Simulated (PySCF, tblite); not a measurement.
# C₃H₁₁AsSi: geometry, infrared bands and NMR shifts

Wanted: the infrared bands and NMR shifts of C₃H₁₁AsSi (`CCC[AsH][SiH3]`), by calculation.

Programs: tblite 0.8.0 and PySCF 2.14.0, with density-fitted response routines of our own. Each step states its level of theory. These are calculated values for one molecule in the gas phase, unless marked as measured. Atoms are numbered from 0 throughout.

## Step 1: Starting geometry

16 atoms, charge 0, multiplicity 1; geometry from: force field or distance geometry start.

Bonds of the start (Å): C0–C1 1.50, C1–C2 1.52, C2–As3 1.92, As3–Si4 2.25, C0–H5 1.10, C0–H6 1.11, C0–H7 1.13, C1–H8 1.11, C1–H9 1.13, C2–H10 1.10, C2–H11 1.12, As3–H12 1.52, Si4–H13 1.47, Si4–H14 1.49, Si4–H15 1.47.

## Step 2: Relaxing the molecule with GFN2-xTB

Job settings and geometry (Å):

```
{"job": {"kind": "relax", "xc": "GFN2-xTB", "basis": "xTB"}, "charge": 0, "multiplicity": 1}
C     -2.155200     0.226600     0.124300
C     -1.226500    -0.455400     1.077500
C     -0.110900    -1.223800     0.391200
As     1.029200    -0.177000    -0.737200
Si     2.542500     1.176300     0.236100
H     -1.628600     0.678000    -0.732300
H     -2.930100    -0.496900    -0.207100
H     -2.706000     0.998000     0.747000
H     -0.840100     0.318600     1.772100
H     -1.833500    -1.211600     1.653100
H      0.456200    -1.788300     1.151100
H     -0.662100    -1.977800    -0.234600
H      1.323600    -0.707400    -2.128600
H      3.642600     0.493800     0.930800
H      1.945300     2.094700     1.252800
H      3.146100     2.061400    -0.772800
```

The run is started by

```
OMP_NUM_THREADS=1 python probes_run.py task.json out
```

One launch serves the whole session: the jobs run in the order shown.

What it wrote:

```text
step      E/eV     max force
  0    -437.07784    3.101
  1    -437.35992    2.814
  2    -437.72317    2.046
  3    -437.96836    2.029
  4    -438.13580    1.346
  5    -438.21437    0.829
  6    -438.28789    0.911
  7    -438.34798    0.864
  8    -438.41333    0.866
  9    -438.46792    0.542
 10    -438.50895    0.523
 11    -438.53816    0.454
 12    -438.56125    0.563
 13    -438.58794    0.461
 14    -438.61435    0.547
 15    -438.63828    0.582
 16    -438.66109    0.418
 17    -438.67995    0.400
 18    -438.69108    0.217
 19    -438.69794    0.199
 20    -438.70414    0.276
 21    -438.71083    0.369
 22    -438.71756    0.300
 23    -438.72257    0.178
 24    -438.72582    0.161
 25    -438.72899    0.185
 26    -438.73251    0.188
 27    -438.73584    0.140
 28    -438.73891    0.145
 29    -438.74229    0.149
 30    -438.74629    0.203
 31    -438.75023    0.166
 32    -438.75349    0.163
 33    -438.75629    0.172
 34    -438.75926    0.156
 35    -438.76281    0.149
 36    -438.76657    0.145
 37    -438.77001    0.152
 38    -438.77291    0.136
 39    -438.77544    0.133
 40    -438.77768    0.113
 41    -438.77938    0.074
 42    -438.78053    0.076
 43    -438.78157    0.070
 44    -438.78271    0.082
 45    -438.78366    0.067
 46    -438.78428    0.060
 47    -438.78464    0.046
 48    -438.78491    0.035
 49    -438.78512    0.035
 50    -438.78522    0.029
 51    -438.78526    0.016
 52    -438.78529    0.013
 53    -438.78533    0.017
 54    -438.78538    0.019
 55    -438.78543    0.019
 56    -438.78550    0.021
 57    -438.78558    0.025
 58    -438.78570    0.036
 59    -438.78587    0.035
 60    -438.78606    0.035
 61    -438.78621    0.032
 62    -438.78634    0.028
 63    -438.78648    0.034
 64    -438.78664    0.036
 65    -438.78677    0.025
 66    -438.78685    0.019
 67    -438.78691    0.021
 68    -438.78700    0.030
 69    -438.78712    0.041
 70    -438.78727    0.038
 71    -438.78742    0.037
 72    -438.78758    0.036
 73    -438.78782    0.041
 74    -438.78818    0.064
 75    -438.78862    0.069
 76    -438.78904    0.045
 77    -438.78938    0.044
 78    -438.78969    0.037
 79    -438.79004    0.047
 80    -438.79045    0.043
 81    -438.79090    0.053
 82    -438.79148    0.065
 83    -438.79219    0.075
 84    -438.78915    0.214
 85    -438.79328    0.090
 86    -438.79370    0.049
 87    -438.79413    0.034
 88    -438.79472    0.051
 89    -438.79501    0.054
 90    -438.79592    0.066
 91    -438.79663    0.080
 92    -438.79711    0.062
 93    -438.79738    0.056
 94    -438.79780    0.047
 95    -438.79815    0.035
 96    -438.79842    0.037
 97    -438.79871    0.041
 98    -438.79897    0.040
 99    -438.79916    0.031
100    -438.79931    0.024
101    -438.79945    0.024
102    -438.79958    0.020
103    -438.79968    0.021
104    -438.79976    0.022
105    -438.79983    0.020
106    -438.79990    0.018
107    -438.79994    0.013
108    -438.79996    0.014
109    -438.79997    0.012
110    -438.79999    0.013
111    -438.80003    0.019
112    -438.80006    0.020
113    -438.80011    0.017
114    -438.80015    0.020
115    -438.80019    0.018
116    -438.80022    0.013
117    -438.80025    0.012
118    -438.80027    0.010
119    -438.80030    0.013
120    -438.80032    0.014
121    -438.80036    0.014
122    -438.80040    0.017
123    -438.80046    0.020
124    -438.80052    0.018
125    -438.80056    0.021
126    -438.80061    0.022
127    -438.80068    0.021
128    -438.80080    0.029
129    -438.80094    0.034
130    -438.80105    0.028
131    -438.80111    0.019
132    -438.80116    0.016
133    -438.80121    0.015
134    -438.80125    0.015
135    -438.80128    0.012
136    -438.80129    0.008
```

It took 1.4 s on 1 thread of Arm Neoverse N1, shared host.

Step by step: (not every step is listed)

| step | energy from step 0 (eV) | largest force (eV/Å) |
| --- | --- | --- |
| 0 | 0.0000 | 3.1012 |
| 1 | -0.2821 | 2.8135 |
| 2 | -0.6453 | 2.0462 |
| 3 | -0.8905 | 2.0292 |
| 4 | -1.0580 | 1.3461 |
| 5 | -1.1365 | 0.8293 |
| 6 | -1.2101 | 0.9105 |
| 7 | -1.2701 | 0.8635 |
| 8 | -1.3355 | 0.8660 |
| 20 | -1.6263 | 0.2758 |
| 32 | -1.6757 | 0.1627 |
| 44 | -1.7049 | 0.0823 |
| 56 | -1.7077 | 0.0208 |
| 68 | -1.7092 | 0.0296 |
| 80 | -1.7126 | 0.0432 |
| 92 | -1.7193 | 0.0622 |
| 104 | -1.7219 | 0.0218 |
| 116 | -1.7224 | 0.0133 |
| 128 | -1.7230 | 0.0295 |
| 131 | -1.7233 | 0.0188 |
| 132 | -1.7233 | 0.0163 |
| 133 | -1.7234 | 0.0154 |
| 134 | -1.7234 | 0.0146 |
| 135 | -1.7234 | 0.0117 |
| 136 | -1.7235 | 0.0081 |

Distances of close pairs at the start and the end, largest changes first:

| bond | before (Å) | after (Å) | change (Å) |
| --- | --- | --- | --- |
| C2–As3 | 1.915 | 1.995 | +0.080 |
| As3–Si4 | 2.251 | 2.323 | +0.071 |
| C0–H7 | 1.134 | 1.088 | -0.046 |
| C1–H9 | 1.128 | 1.095 | -0.033 |
| C2–H11 | 1.124 | 1.095 | -0.029 |
| C0–C1 | 1.495 | 1.523 | +0.027 |
| Si4–H14 | 1.495 | 1.472 | -0.023 |
| C0–H6 | 1.111 | 1.089 | -0.022 |

The next job starts from the end point, and lists it.

## Step 3: Harmonic vibrations with GFN2-xTB

Job settings and geometry (Å):

```
{"job": {"kind": "ir", "xc": "GFN2-xTB", "basis": "xTB"}, "charge": 0, "multiplicity": 1}
C     -2.113424     0.292008     0.318999
C     -1.007760    -0.437070     1.070395
C     -0.082434    -1.194654     0.125508
As     0.756088    -0.017975    -1.250424
Si     2.160414     1.151946     0.182907
H     -1.684729     1.057728    -0.332488
H     -2.676867    -0.406647    -0.297932
H     -2.799839     0.774781     1.011089
H     -0.424651     0.287108     1.648621
H     -1.456404    -1.139341     1.780539
H      0.700069    -1.697558     0.701786
H     -0.653406    -1.972466    -0.393196
H      1.831386    -1.022102    -1.587128
H      2.621353     0.365263     1.337712
H      1.467956     2.331889     0.725020
H      3.354646     1.636033    -0.517853
```

What it wrote:

```text
mode    cm-1     km/mol
  1      40.2      0.05
  2      90.6      0.04
  3     108.4      0.07
  4     144.9      0.38
  5     205.7      1.66
  6     271.0      1.48
  7     366.8      1.52
  8     393.0      3.05
  9     425.8     35.64
 10     457.1     29.39
 11     553.4     25.51
 12     662.8     36.40
 13     707.2     71.01
 14     784.6    561.34
 15     792.3     53.32
 16     804.6    176.05
 17     813.3    143.37
 18     848.3      6.11
 19     937.1      1.53
 20    1015.6      6.16
 21    1056.3      3.78
 22    1113.9      1.70
 23    1195.7      1.26
 24    1227.7      4.40
 25    1274.8      8.21
 26    1345.4      2.13
 27    1407.2      6.41
 28    1463.2      1.62
 29    1484.3      0.42
 30    1494.0      3.35
 31    1497.0      3.06
 32    1863.9    693.16
 33    2178.7    396.70
 34    2181.1    248.51
 35    2218.8    333.95
 36    2908.6     48.96
 37    2927.1     27.32
 38    2933.0     71.79
 39    2950.2     38.92
 40    2963.8    101.43
 41    3015.7     34.85
 42    3032.5     34.13
```

It took 0.78 s on 1 thread of Arm Neoverse N1, shared host.

The strongest bands and the atoms that carry them (share of the mass-weighted mode):

| cm⁻¹ | km/mol | atoms |
| --- | --- | --- |
| 785 | 561.3 | H13 30 %, H15 26 %, H14 24 % |
| 805 | 176.1 | H15 50 %, H14 38 % |
| 813 | 143.4 | H13 52 %, H14 32 %, H15 12 % |
| 1864 | 693.2 | H12 99 % |
| 2179 | 396.7 | H13 81 %, H14 15 % |
| 2181 | 248.5 | H14 82 %, H13 16 % |
| 2219 | 333.9 | H15 97 % |
| 2964 | 101.4 | H5 87 % |

## Step 4: Shielding tensors: PBE0/pcSseg-1

Same as in step 3 but for these lines:

```diff
@@ -1,2 +1,2 @@
-{"job": {"kind": "ir", "xc": "GFN2-xTB", "basis": "xTB"}, "charge": 0, "multiplicity": 1}
+{"job": {"kind": "nmr", "xc": "PBE0", "basis": "pcSseg-1"}, "charge": 0, "multiplicity": 1}
 C     -2.113424     0.292008     0.318999
```

Method: GIAO PBE0/pcSseg-1 NMR shielding, non-relativistic, gas phase.

What it wrote:

```text
coarse grid: 56480 points
cycle   1  E = -2645.4527209317  dE = -7.127e-01  |g| = 7.350e-01  |ddm| = 3.507e+00
cycle   2  E = -2645.4425512987  dE =  1.017e-02  |g| = 6.015e-01  |ddm| = 6.851e-01
cycle   3  E = -2645.4900557511  dE = -4.750e-02  |g| = 1.351e-01  |ddm| = 5.154e-01
cycle   4  E = -2645.4943855779  dE = -4.330e-03  |g| = 3.771e-02  |ddm| = 1.599e-01
cycle   5  E = -2645.4947267285  dE = -3.412e-04  |g| = 6.650e-03  |ddm| = 3.531e-02
cycle   6  E = -2645.4947376437  dE = -1.092e-05  |g| = 1.258e-03  |ddm| = 7.657e-03
cycle   7  E = -2645.4947380273  dE = -3.836e-07  |g| = 3.384e-04  |ddm| = 1.623e-03
final grid: 117720 points
cycle   8  E = -2645.4947501626  dE = -6.621e-08  |g| = 3.843e-04  |ddm| = 1.945e-03
cycle   9  E = -2645.4947501520  dE =  1.061e-08  |g| = 4.531e-04  |ddm| = 7.732e-04
cycle  10  E = -2645.4947501943  dE = -4.231e-08  |g| = 2.329e-05  |ddm| = 3.841e-04
cycle  11  E = -2645.4947501945  dE = -1.314e-10  |g| = 9.218e-06  |ddm| = 3.021e-05
converged SCF energy = -2645.4947501945

GIAO shielding tensors (ppm)
atom      isotropic    diamagn.    paramagn.     s11        s22        s33       span
  0 C      169.891     248.331     -78.440    158.112    168.931    182.629     24.517
  1 C      161.629     247.928     -86.299    156.040    158.852    169.994     13.955
  2 C      159.865     248.757     -88.892    146.457    162.671    170.468     24.011
  3 As    1806.326    2877.290   -1070.963   1619.607   1738.725   2060.647    441.041
  4 Si     430.892     879.797    -448.905    382.208    433.602    476.866     94.658
  5 H       30.218      30.840      -0.622     24.211     32.675     33.768      9.557
  6 H       30.977      29.922       1.054     26.882     28.667     37.381     10.498
  7 H       30.499      28.747       1.752     25.933     27.288     38.277     12.344
  8 H       30.349      32.158      -1.809     25.417     30.497     35.133      9.716
  9 H       29.807      30.011      -0.204     24.149     27.805     37.468     13.319
 10 H       29.286      31.707      -2.420     22.848     28.542     36.470     13.622
 11 H       30.027      31.371      -1.343     24.401     28.209     37.472     13.072
 12 H       29.169      30.169      -1.000     21.704     24.475     41.327     19.623
 13 H       27.695      29.133      -1.438     23.899     25.452     33.735      9.835
 14 H       27.705      28.978      -1.273     23.845     25.820     33.450      9.605
 15 H       27.681      28.468      -0.787     23.887     24.801     34.354     10.467
```

It took 41 s on 1 thread of Arm Neoverse N1, shared host; peak memory 0.76 GiB.

The references, computed at this level on geometries of the same kind, shield at (ppm): ¹H TMS 31.72, ¹³C TMS 186.9, ²⁹Si TMS 349.2, ⁷⁵As AsH3 1989. Their shielding less the atom's gives the shift. The references are single molecules in the gas phase. Shifts against hydride references such as AlH4− lie on their own scale. Atoms listed in one row are averaged.

| atoms | environment | σ (ppm) | δ (ppm) |
| --- | --- | --- | --- |
| C2 | sp3 CH2 bonded to As | 159.9 | 27.1 |
| C1 | sp3 CH2 | 161.6 | 25.3 |
| C0 | methyl carbon | 169.9 | 17.0 |
| H13, H14, H15 | hydrogen on a silicon bonded to As | 27.69 | 4.02 |
| H12 | hydrogen on an arsenic bonded to C, Si | 29.17 | 2.55 |
| H10, H11 | hydrogen on an sp3 CH2 bonded to As | 29.66 | 2.06 |
| H8, H9 | hydrogen on an sp3 CH2 | 30.08 | 1.64 |
| H5, H6, H7 | hydrogen on a methyl carbon | 30.56 | 1.15 |
| As3 | arsenic bonded to C, Si, H | 1806 | 182 |
| Si4 | silicon bonded to As, 3 H | 430.9 | -81.7 |

The run also stored atomic charges by several schemes (e):

| atoms | Mulliken | IAO | Hirshfeld | ESP fit |
| --- | --- | --- | --- | --- |
| C0 | -0.28 | -0.42 | -0.12 | -0.24 |
| C1 | -0.27 | -0.24 | -0.07 | 0.18 |
| C2 | -0.35 | -0.41 | -0.11 | -0.18 |
| As3 | -0.26 | 0.09 | 0.08 | -0.26 |
| Si4 | 0.38 | 0.36 | 0.22 | 0.36 |

Mayer bond orders: C0–C1 1.05, C1–C2 1.03, C2–As3 0.99, As3–Si4 0.93.

## Step 5: What came out

| quantity | value |
| --- | --- |
| strongest single infrared mode (GFN2-xTB) | 1864 cm⁻¹, 693 km/mol |
| zero-point energy (GFN2-xTB) | 77.4 kcal/mol |
| ¹³C shifts against TMS (PBE0/pcSseg-1) | 27.1, 25.3, 17.0 ppm |
| ¹H shifts against TMS (PBE0/pcSseg-1, means over atoms taken as alike) | 4.02, 2.55, 2.06, 1.64, 1.15 ppm |
| ⁷⁵As shifts against AsH3 (PBE0/pcSseg-1) | 182 ppm |
| ²⁹Si shifts against TMS (PBE0/pcSseg-1) | -81.7 ppm |

**Reading.** The optimisation took 136 steps and gained 1.723 eV; among the close pairs (by a distance rule), C2–As3 changed most, from 1.915 to 1.995 Å. All 42 modes are real, so the xTB geometry is a minimum. The strongest single mode, at 1864 cm⁻¹, moves mainly H12. GFN2-xTB is a fitted tight-binding method: band positions and strengths are rough. Its intensities can rank the bands wrongly. At PBE0/pcSseg-1: The widest tensor belongs to As3: span 441 ppm, with a paramagnetic part of -1071 ppm. Spin-orbit coupling is left out, which matters for shieldings and couplings at and beside the heavy atoms.
